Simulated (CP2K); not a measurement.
# A workflow on CH4GeOSe (SMILES C1[O][GeH2][Se]1)

Aim: a geometry optimisation (singlet CH4GeOSe, PM6), then energy and forces (doublet CH4GeOSe−, PM6), then a geometry optimisation (doublet CH4GeOSe−, PM6), then energy and forces (singlet CH4GeOSe, PM6) of CH4GeOSe. 

Program for the calculation: CP2K 2026.2.

2 further runs of the same task are left out: 1 that didn't finish, 1 set aside as unsound or not needed.

**1. The molecule**

CH4GeOSe: 8 atoms, total charge 0, spin state singlet. SMILES: `C1[O][GeH2][Se]1`. The shape comes from a force field and isn't a relaxed structure. The run starts from this shape.

Bond lengths: C1–O2 1.378 Å, O2–Ge3 1.772 Å, C1–Se4 1.913 Å, Ge3–Se4 2.201 Å, C1–H5 1.117 Å, C1–H6 1.167 Å, Ge3–H7 1.608 Å, Ge3–H8 1.539 Å. Some angles: C1–O2–Ge3 97.3°, O2–C1–Se4 108.2°, O2–Ge3–Se4 84.3°, C1–Se4–Ge3 70.2°, O2–C1–H5 111.0°, O2–C1–H6 109.0°, Se4–C1–H5 112.0°, Se4–C1–H6 112.5°, O2–Ge3–H7 110.7°, O2–Ge3–H8 112.5°.

**2. A geometry optimisation at PM6 (run 1)**

molecule.inp

```
&GLOBAL
   PROJECT molecule
   RUN_TYPE GEO_OPT
   PRINT_LEVEL LOW
&END GLOBAL

&FORCE_EVAL
   METHOD QUICKSTEP
   &DFT
      CHARGE 0
      MULTIPLICITY 1
      &QS
         METHOD PM6
         EPS_DEFAULT 1.0E-10
         &SE
            &COULOMB
               CUTOFF [angstrom] 50
               RC_RANGE [angstrom] 0
            &END COULOMB
            &EXCHANGE
               CUTOFF [angstrom] 50
               RC_RANGE [angstrom] 0
            &END EXCHANGE
         &END SE
      &END QS
      &POISSON
         PERIODIC NONE
         POISSON_SOLVER ANALYTIC
      &END POISSON
      &SCF
         SCF_GUESS ATOMIC
         EPS_SCF 1.0E-07
         MAX_SCF 80
         ADDED_MOS 4
         &DIAGONALIZATION
            ALGORITHM STANDARD
         &END DIAGONALIZATION
         &MIXING
            METHOD DIRECT_P_MIXING
            ALPHA 0.4
         &END MIXING
      &END SCF
      &PRINT
         &MOMENTS
            PERIODIC F
            REFERENCE COM
            MAX_MOMENT 1
         &END MOMENTS
         &MULLIKEN OFF
         &END MULLIKEN
         &HIRSHFELD OFF
         &END HIRSHFELD
      &END PRINT
   &END DFT
   &SUBSYS
      &CELL
         ABC [angstrom] 19.8 19.3 18.4
         PERIODIC NONE
      &END CELL
      &COORD
         C      8.859300    10.504850     9.618650
         O     10.068900    10.516250     8.959650
         Ge    10.520000     8.834950     9.290450
         Se     8.608100     8.767850    10.378850
         H      8.818000    11.309750    10.391450
         H      8.013300    10.789950     8.866650
         H     11.786700     8.771150    10.278350
         H     10.621900     7.990250     8.008550
      &END COORD
   &END SUBSYS
&END FORCE_EVAL

&MOTION
   &GEO_OPT
      OPTIMIZER BFGS
      MAX_ITER 100
      MAX_FORCE 4.5E-04
      RMS_FORCE 3.0E-04
   &END GEO_OPT
   &PRINT
      &TRAJECTORY
         &EACH
            GEO_OPT 1
         &END EACH
      &END TRAJECTORY
      &FORCES ON
         &EACH
            GEO_OPT 1
         &END EACH
      &END FORCES
      &RESTART OFF
      &END RESTART
      &RESTART_HISTORY OFF
      &END RESTART_HISTORY
   &END PRINT
&END MOTION
```

Started as:

```sh
$ OMP_NUM_THREADS=1 cp2k.psmp -i molecule.inp > molecule.out 2>&1
```

The program printed:

```text
CP2K| version string:                                       CP2K version 2026.2
[...]
 GLOBAL| Method name                                                        CP2K
[...]
 GLOBAL| Run type                                                        GEO_OPT
[...]
                             - Atoms:                                          8
[...]
                             - Spherical basis functions:                     20
[...]
 Number of electrons:                                                         24
[...]
     1 P_Mix/Diag. 0.40E+00    0.0     0.71187658       -20.5628073926 -2.06E+01
[...]
  *** SCF run converged in    23 steps ***
[...]
 ENERGY| Total FORCE_EVAL ( QS ) energy [hartree]            -25.332061982067621
[...]
 OPT| Step number                                                              0
[...]
 OPT| Total energy [hartree]                                      -25.3320619821
[...]
 OPT| Step number                                                              5
[...]
 OPT| Total energy [hartree]                                      -25.3633138737
[...]
 OPT| Step number                                                              6
[...]
 OPT| Total energy [hartree]                                      -25.3633171611
[...]
 ***                    GEOMETRY OPTIMIZATION COMPLETED                      ***
[...]
    10 DIIS/Diag.  0.71E-07    0.0     0.00000009       -25.3633171611 -1.53E-13
  *** SCF run converged in    10 steps ***
  Core-core repulsion energy [eV]:                           1277.29860397987477
  Core Hamiltonian energy [eV]:                             -1096.76261613542147
  Two-electron integral energy [eV]:                        -1741.41389397968692
  Electronic energy [eV]:                                   -1967.46956312526504
  Total energy [eV]:                                         -690.17095914539016
  Atomic reference energy [eV]:                               688.52999238196060
  Heat of formation [kcal/mol]:                               -37.84159553680755
[...]
 SE_DIPOLE| Moment [Debye]         -1.02055780       1.88198103      -0.13902071
 SE_DIPOLE| Derivative [a.u.]       0.00000000       0.00000000       0.00000000
 ENERGY| Total FORCE_EVAL ( QS ) energy [hartree]            -25.363317161067528
[...]
```

Run time: 0.64 s. Hardware: 1 thread of Arm Neoverse N1, shared host; peak memory 0.14 GiB.

Steps, from the record of the run:

| step | energy from the first frame kept (eV) | largest force (eV/Å) |
| --- | --- | --- |
| 1 | 0.0000 | 1.3854 |
| 2 | -0.0867 | 0.7857 |
| 3 | -0.1131 | 0.2690 |
| 4 | -0.1153 | 0.1384 |
| 5 | -0.1160 | 0.0352 |
| 6 | -0.1161 | 0.0127 |
| 7 | -0.1161 | 0.0127 |

After the run. Bond lengths: C1–O2 1.412 Å, O2–Ge3 1.866 Å, C1–Se4 2.003 Å, Ge3–Se4 2.378 Å, C1–H5 1.105 Å, C1–H6 1.105 Å, Ge3–H7 1.506 Å, Ge3–H8 1.506 Å. Some angles: C1–O2–Ge3 104.8°, O2–C1–Se4 104.1°, O2–Ge3–Se4 78.6°, C1–Se4–Ge3 72.6°, O2–C1–H5 108.0°, O2–C1–H6 108.1°, Se4–C1–H5 113.2°, Se4–C1–H6 113.1°, O2–Ge3–H7 106.5°, O2–Ge3–H8 106.2°.

**3. The doublet anion: energy and gradient at PM6 (run 2)**

calc.inp

```
&GLOBAL
  PROJECT_NAME calc
  RUN_TYPE ENERGY_FORCE
  PRINT_LEVEL MEDIUM
&END GLOBAL

&FORCE_EVAL
  METHOD QS
  &DFT
    CHARGE -1
    MULTIPLICITY 2
    SPIN_POLARIZED T
    ! Quickstep
    &QS
      METHOD PM6
      EPS_DEFAULT 1.0E-10
      &SE
        &COULOMB
          CUTOFF [angstrom] 50
          RC_RANGE [angstrom] 0
        &END COULOMB
        &EXCHANGE
          CUTOFF [angstrom] 50
          RC_RANGE [angstrom] 0
        &END EXCHANGE
      &END SE
    &END QS
    ! no periodic images
    &POISSON
      PERIODIC NONE
      POISSON_SOLVER ANALYTIC
    &END POISSON
    &SCF
      SCF_GUESS ATOMIC
      EPS_SCF 1.0E-07
      MAX_SCF 150
      ADDED_MOS 2
      &DIAGONALIZATION
        ALGORITHM STANDARD
      &END DIAGONALIZATION
      &MIXING
        METHOD DIRECT_P_MIXING
        ALPHA 0.4
      &END MIXING
    &END SCF
    &PRINT
      &MOMENTS
        PERIODIC F
        REFERENCE COM
        MAX_MOMENT 1
      &END MOMENTS
      &MO ON
        ENERGIES T
        OCCUPATION_NUMBERS T
        NDIGITS 6
        &EACH
          QS_SCF 0
        &END EACH
        ADD_LAST NUMERIC
      &END MO
      &HIRSHFELD OFF
      &END HIRSHFELD
    &END PRINT
  &END DFT
  ! structure
  &SUBSYS
    &CELL
      ABC 19.8 19.3 18.4
      PERIODIC NONE
    &END CELL
    &COORD
      C      8.749582    10.508898     9.621357
      O     10.009356    10.410425     8.991420
      Ge    10.570986     8.662542     9.322578
      Se     8.461922     8.695498    10.420847
      H      8.806468    11.313732    10.376479
      H      7.999828    10.766638     8.851082
      H     11.800172     8.764488    10.187187
      H     10.652446     7.986268     7.979153
    &END COORD
  &END SUBSYS
  ! extra output
  &PRINT
    &FORCES ON
    &END FORCES
  &END PRINT
&END FORCE_EVAL
```

Started as:

```sh
$ OMP_NUM_THREADS=1 cp2k.psmp -i calc.inp > calc.out 2>&1
```

The program printed:

```text
CP2K| version string:                                       CP2K version 2026.2
[...]
 GLOBAL| Method name                                                        CP2K
[...]
 GLOBAL| Run type                                                   ENERGY_FORCE
[...]
                             - Atoms:                                          8
[...]
                             - Spherical basis functions:                     20
[...]
 Number of electrons:                                                         13
[...]
     1 P_Mix/Diag. 0.40E+00    0.0     0.35945907       -20.8676657146 -2.09E+01
[...]
    34 DIIS/Diag.  0.97E-07    0.0     0.00000010       -25.4147051645 -1.63E-13
  *** SCF run converged in    34 steps ***
  Core-core repulsion energy [eV]:                           1277.29870137544094
  Core Hamiltonian energy [eV]:                             -1119.77831743726688
  Two-electron integral energy [eV]:                        -1698.17936354228118
  Electronic energy [eV]:                                   -1968.86799920840713
  Total energy [eV]:                                         -691.56929783296653
  Atomic reference energy [eV]:                               688.52999238196060
  Heat of formation [kcal/mol]:                               -70.08805428173834
[...]
 SE_DIPOLE| Moment [Debye]         -0.18446614       0.46756388      -0.07995898
 SE_DIPOLE| Derivative [a.u.]       0.00000000       0.00000000       0.00000000
 ENERGY| Total FORCE_EVAL ( QS ) energy [hartree]            -25.414705164520406
 FORCES| Atomic forces [hartree/bohr]
 FORCES|   Atom     x               y               z               |f|
 FORCES|      1 -5.97465163E-03 -1.67576597E-03  3.56957362E-03   7.15866674E-03
 FORCES|      2 -3.26906465E-03  6.54690718E-03 -5.57641162E-04   7.33891960E-03
 FORCES|      3  2.62816856E-02 -1.36867626E-02 -8.95958257E-03   3.09568828E-02
 FORCES|      4 -1.61664984E-02  1.14108639E-02  4.41852906E-03   2.02752776E-02
 FORCES|      5 -3.37009169E-04 -2.40616476E-03 -5.18961259E-04   2.48445665E-03
 FORCES|      6  1.02777535E-03 -1.54364539E-03  1.71105977E-03   2.52326947E-03
 FORCES|      7 -1.44764763E-03  2.49899403E-04 -1.24726015E-03   1.92711994E-03
 FORCES|      8 -1.14589492E-04  1.10466834E-03  1.58428271E-03   1.93478024E-03
 FORCES| Sum    -6.66133815E-16  4.71844785E-16 -1.38777878E-16
 FORCES| Total atomic force                                       8.28028418E-16
[...]
```

Wall time 0.5 s (1 thread of Arm Neoverse N1, shared host); peak memory 0.13 GiB.

**4. The doublet anion: a structure relaxation at PM6 (run 3)**

mol.inp

```
&FORCE_EVAL
 METHOD Quickstep
 &DFT
  CHARGE -1
  MULTIPLICITY 2
  LSD T
  &QS
   METHOD PM6
   EPS_DEFAULT 1.0E-10
   &SE
    &COULOMB
     CUTOFF [angstrom] 50
     RC_RANGE [angstrom] 0
    &END COULOMB
    &EXCHANGE
     CUTOFF [angstrom] 50
     RC_RANGE [angstrom] 0
    &END EXCHANGE
   &END SE
  &END QS
  &POISSON
   PERIODIC NONE
   POISSON_SOLVER ANALYTIC
  &END POISSON
  # self-consistent field
  &SCF
   SCF_GUESS ATOMIC
   EPS_SCF 1.0E-07
   MAX_SCF 150
   ADDED_MOS 2
   &DIAGONALIZATION
    ALGORITHM STANDARD
   &END DIAGONALIZATION
   &MIXING
    METHOD DIRECT_P_MIXING
    ALPHA 0.4
   &END MIXING
  &END SCF
  # extra output
  &PRINT
   &MOMENTS
    PERIODIC F
    REFERENCE COM
    MAX_MOMENT 1
   &END MOMENTS
   &MULLIKEN OFF
   &END MULLIKEN
   &HIRSHFELD OFF
   &END HIRSHFELD
  &END PRINT
 &END DFT
 &SUBSYS
  # box in angstrom
  &CELL
   ABC [angstrom] 19.8 19.3 18.4
   PERIODIC NONE
  &END CELL
  &COORD
   C      8.749582    10.508898     9.621357
   O     10.009356    10.410425     8.991420
   Ge    10.570986     8.662542     9.322578
   Se     8.461922     8.695498    10.420847
   H      8.806468    11.313732    10.376479
   H      7.999828    10.766638     8.851082
   H     11.800172     8.764488    10.187187
   H     10.652446     7.986268     7.979153
  &END COORD
 &END SUBSYS
&END FORCE_EVAL
# ionic moves
&MOTION
 &GEO_OPT
  OPTIMIZER BFGS
  MAX_ITER 100
  MAX_FORCE 4.5E-04
  RMS_FORCE 3.0E-04
 &END GEO_OPT
 # extra output
 &PRINT
  &TRAJECTORY
   &EACH
    GEO_OPT 1
   &END EACH
  &END TRAJECTORY
  &FORCES ON
   &EACH
    GEO_OPT 1
   &END EACH
  &END FORCES
  &RESTART OFF
  &END RESTART
  &RESTART_HISTORY OFF
  &END RESTART_HISTORY
 &END PRINT
&END MOTION
&GLOBAL
 PROJECT mol
 RUN_TYPE GEO_OPT
 PRINT_LEVEL LOW
&END GLOBAL
```

Started as:

```sh
$ OMP_NUM_THREADS=1 cp2k.psmp -i mol.inp -o mol.out
```

The program printed:

```text
CP2K| version string:                                       CP2K version 2026.2
[...]
 GLOBAL| Method name                                                        CP2K
[...]
 GLOBAL| Run type                                                        GEO_OPT
[...]
                             - Atoms:                                          8
[...]
                             - Spherical basis functions:                     20
[...]
 Number of electrons:                                                         13
[...]
     1 P_Mix/Diag. 0.40E+00    0.0     0.35945907       -20.8676657146 -2.09E+01
[...]
  *** SCF run converged in    34 steps ***
[...]
 ENERGY| Total FORCE_EVAL ( QS ) energy [hartree]            -25.414705164520406
[...]
 OPT| Step number                                                              0
[...]
 OPT| Total energy [hartree]                                      -25.4147051645
[...]
 OPT| Step number                                                              6
[...]
 OPT| Total energy [hartree]                                      -25.4173156892
[...]
 OPT| Step number                                                              7
[...]
 OPT| Total energy [hartree]                                      -25.4173165493
[...]
 ***                    GEOMETRY OPTIMIZATION COMPLETED                      ***
[...]
    16 DIIS/Diag.  0.12E-06    0.0     0.00000006       -25.4173165493 -5.47E-13
  *** SCF run converged in    16 steps ***
  Core-core repulsion energy [eV]:                           1272.96276191404104
  Core Hamiltonian energy [eV]:                             -1120.05765746102793
  Two-electron integral energy [eV]:                        -1689.09092335814717
  Electronic energy [eV]:                                   -1964.60311914010163
  Total energy [eV]:                                         -691.64035722606047
  Atomic reference energy [eV]:                               688.52999238196060
  Heat of formation [kcal/mol]:                               -71.72672294491795
[...]
 SE_DIPOLE| Moment [Debye]         -0.42940319       0.53249502       0.03124602
 SE_DIPOLE| Derivative [a.u.]       0.00000000       0.00000000       0.00000000
 ENERGY| Total FORCE_EVAL ( QS ) energy [hartree]            -25.417316549280056
[...]
```

Run time: 1.1 s. Hardware: 1 thread of Arm Neoverse N1, shared host; peak memory 0.14 GiB.

Step by step:

| step | energy from the first frame kept (eV) | largest force (eV/Å) |
| --- | --- | --- |
| 1 | 0.0000 | 0.2486 |
| 2 | -0.0048 | 0.1411 |
| 3 | -0.0061 | 0.0659 |
| 4 | -0.0067 | 0.0415 |
| 5 | -0.0069 | 0.0383 |
| 6 | -0.0070 | 0.0217 |
| 7 | -0.0070 | 0.0085 |
| 8 | -0.0070 | 0.0085 |

After the run. Bond lengths: C1–O2 1.414 Å, O2–Ge3 1.894 Å, C1–Se4 1.974 Å, Ge3–Se4 2.469 Å, C1–H5 1.102 Å, C1–H6 1.102 Å, Ge3–H7 1.498 Å, Ge3–H8 1.498 Å. Some angles: C1–O2–Ge3 106.8°, O2–C1–Se4 104.9°, O2–Ge3–Se4 75.4°, C1–Se4–Ge3 72.9°, O2–C1–H5 107.8°, O2–C1–H6 107.8°, Se4–C1–H5 112.9°, Se4–C1–H6 112.9°, O2–Ge3–H7 105.0°, O2–Ge3–H8 104.9°.

**5. Energy and gradient at PM6 (run 4)**

gas.inp

```
&GLOBAL
 PROJECT_NAME gas
 RUN_TYPE ENERGY_FORCE
 PRINT_LEVEL MEDIUM
&END

&FORCE_EVAL
 METHOD QS
 &DFT
  CHARGE 0
  MULTIPLICITY 1
  &QS
   METHOD PM6
   EPS_DEFAULT 1.0E-10
   &SE
    &COULOMB
     CUTOFF [angstrom] 50
     RC_RANGE [angstrom] 0
    &END
    &EXCHANGE
     CUTOFF [angstrom] 50
     RC_RANGE [angstrom] 0
    &END
   &END
  &END
  &POISSON
   PERIODIC NONE
   POISSON_SOLVER ANALYTIC
  &END
  &SCF
   SCF_GUESS ATOMIC
   EPS_SCF 1.0E-07
   MAX_SCF 80
   ADDED_MOS 4
   &DIAGONALIZATION
    ALGORITHM STANDARD
   &END
   &MIXING
    METHOD DIRECT_P_MIXING
    ALPHA 0.4
   &END
  &END
  &PRINT
   &MOMENTS
    PERIODIC F
    REFERENCE COM
    MAX_MOMENT 1
   &END
   &MO ON
    ENERGIES T
    OCCUPATION_NUMBERS T
    NDIGITS 6
    &EACH
     QS_SCF 0
    &END
    ADD_LAST NUMERIC
   &END
   &HIRSHFELD OFF
   &END
  &END
 &END
 # atoms, cell and kinds
 &SUBSYS
  # box in angstrom
  &CELL
   ABC [angstrom] 19.8 19.3 18.5
   PERIODIC NONE
  &END
  &COORD
   C      8.723543    10.503614     9.680972
   O      9.987178    10.388184     9.057817
   Ge    10.592184     8.621178     9.370877
   Se     8.391948     8.732779    10.486532
   H      8.789103    11.309808    10.429638
   H      7.986953    10.765742     8.904139
   H     11.813047     8.775387    10.225727
   H     10.657525     7.990192     8.013468
  &END
 &END
 &PRINT
  &FORCES ON
  &END
 &END
&END
```

Started as:

```sh
$ OMP_NUM_THREADS=1 cp2k.psmp -i gas.inp > gas.out 2>&1
```

The program printed:

```text
CP2K| version string:                                       CP2K version 2026.2
[...]
 GLOBAL| Method name                                                        CP2K
[...]
 GLOBAL| Run type                                                   ENERGY_FORCE
[...]
                             - Atoms:                                          8
[...]
                             - Spherical basis functions:                     20
[...]
 Number of electrons:                                                         24
[...]
     1 P_Mix/Diag. 0.40E+00    0.0     0.72118330       -20.6527123737 -2.07E+01
[...]
    18 DIIS/Diag.  0.60E-07    0.0     0.00000009       -25.3598602431 -8.88E-14
  *** SCF run converged in    18 steps ***
  Core-core repulsion energy [eV]:                           1272.96286918600208
  Core Hamiltonian energy [eV]:                             -1096.88708151958281
  Two-electron integral energy [eV]:                        -1732.30535857902760
  Electronic energy [eV]:                                   -1963.03976080909661
  Total energy [eV]:                                         -690.07689162309453
  Atomic reference energy [eV]:                               688.52999238196060
  Heat of formation [kcal/mol]:                               -35.67234676761105
[...]
 SE_DIPOLE| Moment [Debye]         -1.39940047       2.12069716      -0.02272272
 SE_DIPOLE| Derivative [a.u.]       0.00000000       0.00000000       0.00000000
 ENERGY| Total FORCE_EVAL ( QS ) energy [hartree]            -25.359860243080917
 FORCES| Atomic forces [hartree/bohr]
 FORCES|   Atom     x               y               z               |f|
 FORCES|      1  5.24454639E-03  2.19018650E-03 -3.52186053E-03   6.68623102E-03
 FORCES|      2  2.28219001E-03 -6.10565834E-03  9.96795888E-04   6.59401676E-03
 FORCES|      3 -2.84110080E-02  1.55282158E-02  9.41488723E-03   3.37187034E-02
 FORCES|      4  2.23024361E-02 -1.19576598E-02 -7.49920351E-03   2.63936041E-02
 FORCES|      5  1.94207871E-04  2.40966353E-03  6.27849509E-04   2.49767692E-03
 FORCES|      6 -9.70328040E-04  1.61663406E-03 -1.65570112E-03   2.50926053E-03
 FORCES|      7  3.55098912E-04 -1.37997728E-03  2.02750543E-03   2.47814665E-03
 FORCES|      8 -9.97143271E-04 -2.30140449E-03 -3.90272909E-04   2.53832037E-03
 FORCES| Sum     5.27355937E-16 -4.44089210E-16  6.52256027E-16
 FORCES| Total atomic force                                       9.49082417E-16
[...]
```

It took 0.44 s on 1 thread of Arm Neoverse N1, shared host; peak memory 0.13 GiB.

**6. Results**

```
                                                              quantity           value
                                   run 1, PM6: total energy at the end    -25.36332 Eh
                                             run 1, PM6: dipole moment          2.15 D
                                         run 1, PM6: heat of formation  -37.8 kcal/mol
                                    doublet anion, run 2: total energy    -25.41471 Eh
              doublet anion, run 2: HOMO energy (highest over α and β)        -1.50 eV
               doublet anion, run 2: LUMO energy (lowest over α and β)         4.27 eV
       doublet anion, run 2: heat of formation at this unrelaxed shape  -70.1 kcal/mol
                        doublet anion, run 2: largest force on an atom      1.592 eV/Å
                         doublet anion, run 3: total energy at the end    -25.41732 Eh
                               doublet anion, run 3: heat of formation  -71.7 kcal/mol
                                              run 4, PM6: total energy    -25.35986 Eh
                                             run 4, PM6: dipole moment          2.54 D
                                               run 4, PM6: HOMO energy        -8.57 eV
                                               run 4, PM6: LUMO energy        -1.47 eV
                                             run 4, PM6: HOMO–LUMO gap         7.10 eV
                 run 4, PM6: heat of formation at this unrelaxed shape  -35.7 kcal/mol
                                  run 4, PM6: largest force on an atom      1.734 eV/Å
adiabatic electron affinity (to the doublet anion, no zero-point term)        1.469 eV
```

What this shows: The adiabatic electron affinity (to the doublet anion, no zero-point term) is 1.47 eV (34 kcal/mol). The largest force (run 4, PM6) is 1.73 eV/Å: the shape isn't a stationary point for this species at this level. The optimisation (run 1, PM6) took 6 steps. The optimisation (doublet anion, run 3) took 7 steps.
